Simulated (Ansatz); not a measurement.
# BCl₃: energies up the ladder, part 2 of 2

The task, for BCl₃: energies up the ladder.

Ansatz 0.2.0, Gaussian bases. Earlier steps stand in the parts before.

## 7. Single point, B3LYP-D4/def2-TZVPP

Contents of input.yaml:

```yaml
crystal:
  periodic: [false, false, false]
  atoms:
    - { symbol: Cl, position_ang: [-0.86712366, -1.50509797, -0.00293343] }
    - { symbol: B, position_ang: [-0.00015953, 0.00012815, -0.00010221] }
    - { symbol: Cl, position_ang: [-0.8698529, 1.50374732, 0.00642624] }
    - { symbol: Cl, position_ang: [1.73692609, 0.0016025, -0.0038006] }
basis:
  gaussian: { orbitals: def2-TZVPP }
hamiltonian:
  xc: { name: B3LYP }
  dispersion: d4
```

The run is started by

```
$ ansatz run input.yaml --threads 4 --pin off --max-ram 10240MiB --backend cpu --events-out ev --progress --plain --runs-dir out
```

The program printed:

```text
Warning: RAYON_NUM_THREADS=4 ignored (pool sized by the plan → 4); use --threads N
Engine: ansatz 0.2.0, x86_64-unknown-linux-gnu
Functional definition: B3LYP
  parameter a0 = 0.2
  parameter ax = 0.72
  parameter ac = 0.81
  exchange = (1 - a0 - ax)*slater_x + ax*b88_x + a0*exact_x
  correlation = (1 - ac)*vwn_rpa_c + ac*lyp_c
1108 factors; their error is unknown
mean field evaluation 1: about -38249.4018 eV, gradient 1.7e1 eV
mean field evaluation 2: about -38249.3926 eV, gradient 1.8e1 eV
mean field evaluation 4: about -38250.0474 eV, gradient 7.7e-1 eV
mean field evaluation 8: about -38250.1248 eV, gradient 1.9e-3 eV
mean field -38250.12478289 eV, -1405.6661589053 hartree, gradient 1.6e-5 eV, S^2 0.000000; 0 other end points of the search recorded, 0 dependent functions left out
reference -38250.12502220 eV, -1405.6661677000 hartree; 28, 28 occupied and 129, 129 virtual orbitals, 1108 factors
Total energy: -38250.35145651 eV, -1405.6744890075 hartree
```

It took 0.78 s on 4 threads of Intel Xeon 6975P-C (Granite Rapids), shared host; peak memory 0.37 GiB.

## 8. Single point, wB97M-V/def2-TZVPP

Changes to input.yaml since step 7:

```diff
@@ -10,3 +10,2 @@
 hamiltonian:
-  xc: { name: B3LYP }
-  dispersion: d4
+  xc: { name: wB97M-V }
```

The run is started by

```
$ ansatz run input.yaml --threads 4 --pin off --max-ram 10240MiB --backend cpu --events-out ev --progress --plain --runs-dir out
```

The program printed, shortened:

```text
Warning: RAYON_NUM_THREADS=4 ignored (pool sized by the plan → 4); use --threads N
[...]
Functional definition: wB97M-V
[...]
  gx(w, u) = 1 - cx + cx01*u + cx10*w
  gss(w, u) = css00 + css04*u^4 + css10*w + css20*w^2 + css43*w^4*u^3
  gos(w, u) = cos00 + cos10*w + (cos20 + cos21*u)*w^2 + (cos60 + cos61*u)*w^6
[...]
      + integral(e_c_pw_mod_opposite_spin*gos(b97_w_opposite, b97_u_opposite)) + vv10(b, c)
1099 factors; their error is unknown
166 factors; integrals over basis functions are off by at most 3.9e-5 eV
[...]
mean field -38246.97295925 eV, -1405.5503315230 hartree, gradient 2.9e-5 eV, S^2 0.000000; 0 other end points of the search recorded, 0 dependent functions left out
reference -38246.97299650 eV, -1405.5503328921 hartree; 28, 28 occupied and 129, 129 virtual orbitals, 1099 factors
Total energy: -38246.97299650 eV, -1405.5503328921 hartree
```

It took 1.9 s on 4 threads of Intel Xeon 6975P-C (Granite Rapids), shared host; peak memory 0.46 GiB.

## 9. Single point, B2PLYP/def2-TZVPP

Changes to input.yaml since step 8:

```diff
@@ -10,2 +10,2 @@
 hamiltonian:
-  xc: { name: wB97M-V }
+  xc: { name: B2PLYP }
```

The run is started by

```
$ ansatz run input.yaml --threads 4 --pin off --max-ram 10240MiB --backend cpu --events-out ev --progress --plain --runs-dir out
```

The program printed, shortened:

```text
Warning: RAYON_NUM_THREADS=4 ignored (pool sized by the plan → 4); use --threads N
[...]
Functional definition: B2PLYP
[...]
955 factors; integrals over basis functions are off by at most 5.6e-4 eV
[...]
mean field -38231.78535622 eV, -1404.9921974061 hartree, gradient 3.2e-6 eV, S^2 0.000000; 0 other end points of the search recorded, 0 dependent functions left out
16 core orbitals not correlated: weight in the atoms' cores, before any rotation towards them, 1.000 or more for the frozen orbitals, at most 0.000 for the correlated occupied ones
reference -38231.78550889 eV, -1404.9922030169 hartree; 12, 12 occupied and 129, 129 virtual orbitals, 955 factors
second order -21.98273820 eV of doubles, -0.00000000 eV of singles
Total energy: -38237.72084821 eV, -1405.2103227136 hartree
```

Run time: 1.3 s. Hardware: 4 threads of Intel Xeon 6975P-C (Granite Rapids), shared host; peak memory 0.31 GiB.

## 10. Single point, LDA/def2-TZVPP

Changes to input.yaml since step 9:

```diff
@@ -10,2 +10,2 @@
 hamiltonian:
-  xc: { name: B2PLYP }
+  xc: lda
```

The run is started by

```
$ ansatz run input.yaml --threads 4 --pin off --max-ram 10240MiB --backend cpu --events-out ev --progress --plain --runs-dir out
```

The program printed:

```text
Warning: RAYON_NUM_THREADS=4 ignored (pool sized by the plan → 4); use --threads N
[... 1 set-up line as earlier in the session ...]
Functional definition: SPW92
  exchange = slater_x
  correlation = pw_c
1051 factors; their error is unknown
mean field evaluation 1: about -38118.6490 eV, gradient 2.6e1 eV
mean field evaluation 2: about -38115.2386 eV, gradient 4.6e1 eV
mean field evaluation 4: about -38120.3055 eV, gradient 1.2e0 eV
mean field evaluation 8: about -38120.2843 eV, gradient 8.5e-2 eV
mean field -38120.28434378 eV, -1400.8946107771 hartree, gradient 4.4e-5 eV, S^2 0.000000; 0 other end points of the search recorded, 0 dependent functions left out
reference -38120.28437560 eV, -1400.8946119464 hartree; 28, 28 occupied and 129, 129 virtual orbitals, 1051 factors
Total energy: -38120.28437560 eV, -1400.8946119464 hartree
```

It took 0.37 s on 4 threads of Intel Xeon 6975P-C (Granite Rapids), shared host; peak memory 0.19 GiB.

## 11. Single point, PBE0-D4/def2-SVP

Changes to input.yaml since step 10:

```diff
@@ -8,4 +8,5 @@
 basis:
-  gaussian: { orbitals: def2-TZVPP }
+  gaussian: { orbitals: def2-SVP }
 hamiltonian:
-  xc: lda
+  xc: pbe0
+  dispersion: d4
```

The run is started by

```
$ ansatz run input.yaml --threads 4 --pin off --max-ram 10240MiB --backend cpu --events-out ev --progress --plain --runs-dir out
```

The program printed:

```text
Warning: RAYON_NUM_THREADS=4 ignored (pool sized by the plan → 4); use --threads N
[... 2 set-up lines as earlier in the session ...]
  parameter a = 0.25
[... 2 set-up lines as earlier in the session ...]
  exchange = (1 - a)*pbe_x(kappa = kappa, mu = beta*pi^2/3) + a*exact_x
[... 1 set-up line as earlier in the session ...]
627 factors; integrals over basis functions are off by at most 1.5e-3 eV
mean field evaluation 1: about -38221.8958 eV, gradient 8.3e0 eV
mean field evaluation 2: about -38222.0211 eV, gradient 5.0e0 eV
mean field evaluation 4: about -38222.0725 eV, gradient 7.0e-1 eV
mean field evaluation 8: about -38222.2066 eV, gradient 2.6e-3 eV
mean field evaluation 16: about -38222.2066 eV, gradient 2.7e-6 eV
mean field -38222.20662465 eV, -1404.6401855135 hartree, gradient 2.7e-6 eV, S^2 0.000000; 0 other end points of the search recorded, 0 dependent functions left out
reference -38222.20664189 eV, -1404.6401861473 hartree; 28, 28 occupied and 40, 40 virtual orbitals, 627 factors
Total energy: -38222.32124622 eV, -1404.6443977785 hartree
```

It took 0.3 s on 4 threads of Intel Xeon 6975P-C (Granite Rapids), shared host; peak memory 0.13 GiB.

## 12. Single point, PBE-D4/def2-SVP

Changes to input.yaml since step 11:

```diff
@@ -10,3 +10,3 @@
 hamiltonian:
-  xc: pbe0
+  xc: pbe
   dispersion: d4
```

The run is started by

```
$ ansatz run input.yaml --threads 4 --pin off --max-ram 10240MiB --backend cpu --events-out ev --progress --plain --runs-dir out
```

The program printed, shortened:

```text
Warning: RAYON_NUM_THREADS=4 ignored (pool sized by the plan → 4); use --threads N
[... 6 set-up lines as earlier in the session ...]
739 factors; their error is unknown
mean field evaluation 1: about -38218.3944 eV, gradient 1.5e1 eV
mean field evaluation 2: about -38217.7943 eV, gradient 2.1e1 eV
mean field evaluation 4: about -38218.9882 eV, gradient 2.0e-1 eV
mean field evaluation 8: about -38218.9483 eV, gradient 8.0e-2 eV
mean field -38218.94828472 eV, -1404.5204437300 hartree, gradient 5.4e-5 eV, S^2 0.000000; 0 other end points of the search recorded, 0 dependent functions left out
reference -38218.94830801 eV, -1404.5204445859 hartree; 28, 28 occupied and 40, 40 virtual orbitals, 739 factors
Total energy: -38219.08431471 eV, -1404.5254427399 hartree
```

Run time: 0.26 s. Hardware: 4 threads of Intel Xeon 6975P-C (Granite Rapids), shared host; peak memory 0.11 GiB.

## 13. Single point, CCSD(T)/def2-TZVPP

Changes to input.yaml since step 12:

```diff
@@ -8,5 +8,4 @@
 basis:
-  gaussian: { orbitals: def2-SVP }
-hamiltonian:
-  xc: pbe
-  dispersion: d4
+  gaussian: { orbitals: def2-TZVPP }
+correlation:
+  method: ccsd_t
```

The run is started by

```
$ ansatz run input.yaml --threads 4 --pin off --max-ram 10240MiB --backend cpu --events-out ev --progress --plain --runs-dir out
```

The program printed, shortened:

```text
Warning: RAYON_NUM_THREADS=4 ignored (pool sized by the plan → 4); use --threads N
[...]
Functional definition: HF
[...]
955 factors; integrals over basis functions are off by at most 5.6e-4 eV
[...]
mean field -38187.16671421 eV, -1403.3524925559 hartree, gradient 1.4e-6 eV, S^2 0.000000; 0 other end points of the search recorded, 0 dependent functions left out
16 core orbitals not correlated: weight in the atoms' cores, before any rotation towards them, 1.000 or more for the frozen orbitals, at most 0.000 for the correlated occupied ones
reference -38187.16671421 eV, -1403.3524925559 hartree; 12, 12 occupied and 129, 129 virtual orbitals, 955 factors
second order -17.99155254 eV of doubles, -0.00000000 eV of singles
cycle   1  -18.73951568 eV  change   -7.5e-1 eV  update   8.7e-2
[...]
cycle   9  -19.20206261 eV  change   -1.9e-6 eV  update   4.9e-6
perturbative correction -0.88743426 eV, -0.0326126074 hartree
Total energy: -38207.25621107 eV, -1404.0907679484 hartree
```

It took 3.6 s on 4 threads of Intel Xeon 6975P-C (Granite Rapids), shared host; peak memory 0.82 GiB.

## 14. Single point, CCSD(T)/def2-QZVPP

Changes to input.yaml since step 13:

```diff
@@ -8,3 +8,3 @@
 basis:
-  gaussian: { orbitals: def2-TZVPP }
+  gaussian: { orbitals: def2-QZVPP.json }
 correlation:
```

The run is started by

```
$ ansatz run input.yaml --threads 4 --pin off --max-ram 10240MiB --backend cpu --events-out ev --progress --plain --runs-dir out
```

The program printed, shortened:

```text
Warning: RAYON_NUM_THREADS=4 ignored (pool sized by the plan → 4); use --threads N
[...]
[... 1 set-up line as earlier in the session ...]
[...]
1601 factors; integrals over basis functions are off by at most 9.5e-4 eV
[...]
mean field -38188.21979716 eV, -1403.3911926407 hartree, gradient 2.2e-6 eV, S^2 0.000000; 0 other end points of the search recorded, 0 dependent functions left out
16 core orbitals not correlated: weight in the atoms' cores, before any rotation towards them, 1.000 or more for the frozen orbitals, at most 0.000 for the correlated occupied ones
reference -38188.21979716 eV, -1403.3911926407 hartree; 12, 12 occupied and 239, 239 virtual orbitals, 1601 factors
second order -19.75050872 eV of doubles, -0.00000000 eV of singles
cycle   1  -20.34851616 eV  change   -6.0e-1 eV  update   8.8e-2
[...]
cycle   9  -20.82597932 eV  change   -5.6e-6 eV  update   5.8e-6
perturbative correction -1.04138987 eV, -0.0382703717 hartree
Total energy: -38210.08716635 eV, -1404.1948036361 hartree
```

Wall time 17 s (4 threads of Intel Xeon 6975P-C (Granite Rapids), shared host); peak memory 4.4 GiB.

## 15. Extrapolation to the basis-set limit

CCSD(T)/CBS estimate, frozen core: CCSD(T) correlation extrapolated, from def2-TZVPP and def2-QZVPP: mean field -38188.3648 eV, total -38211.5492 eV. The exponents are 7.88 (mean field) and 2.97 (correlation).

## 16. The levels compared

```csv
level,Cl1–B2 (Å),B2–Cl3 (Å),B2–Cl4 (Å),rotational constants (MHz),dipole (D),highest frequency (cm⁻¹),CPU time
PBE0-D4/def2-TZVPP,1.7370,1.7370,1.7371,"3193.6, 3192.7, 1596.6",0.00,977,17 s
```

Constants are for the commonest isotopes at the equilibrium geometry; times are CPU times of the relaxations.

## 17. Total energies

```csv
level,energy (eV),CPU time
PBE-D4/def2-TZVPP,-38232.7202,1.8 s
r2SCAN-D4/def2-TZVPP,-38246.1173,3.1 s
B3LYP-D4/def2-TZVPP,-38250.3515,2.6 s
wB97M-V/def2-TZVPP,-38246.9730,6.8 s
B2PLYP/def2-TZVPP,-38237.7208,4.5 s
LDA/def2-TZVPP,-38120.2844,1.1 s
PBE0-D4/def2-SVP,-38222.3212,0.88 s
PBE-D4/def2-SVP,-38219.0843,0.71 s
CCSD(T)/def2-TZVPP,-38207.2562,13 s
CCSD(T)/def2-QZVPP,-38210.0872,64 s
CCSD(T)/CBS,-38211.5492,-
```

## 18. Summary of results

This closing draws on all 2 parts.

| quantity | value |
| --- | --- |
| Cl1–B2 at PBE0-D4/def2-TZVPP | 1.737 Å |
| B2–Cl3 at PBE0-D4/def2-TZVPP | 1.737 Å |
| B2–Cl4 at PBE0-D4/def2-TZVPP | 1.737 Å |
| frequencies at PBE0-D4/def2-TZVPP | 253 to 977 cm⁻¹ |
| energy at CCSD(T)/CBS | -38211.549 eV |

In words: No mode is imaginary, so the geometry is a minimum. These totals serve in differences with atoms or fragments at the same level; alone they don't rank the methods.
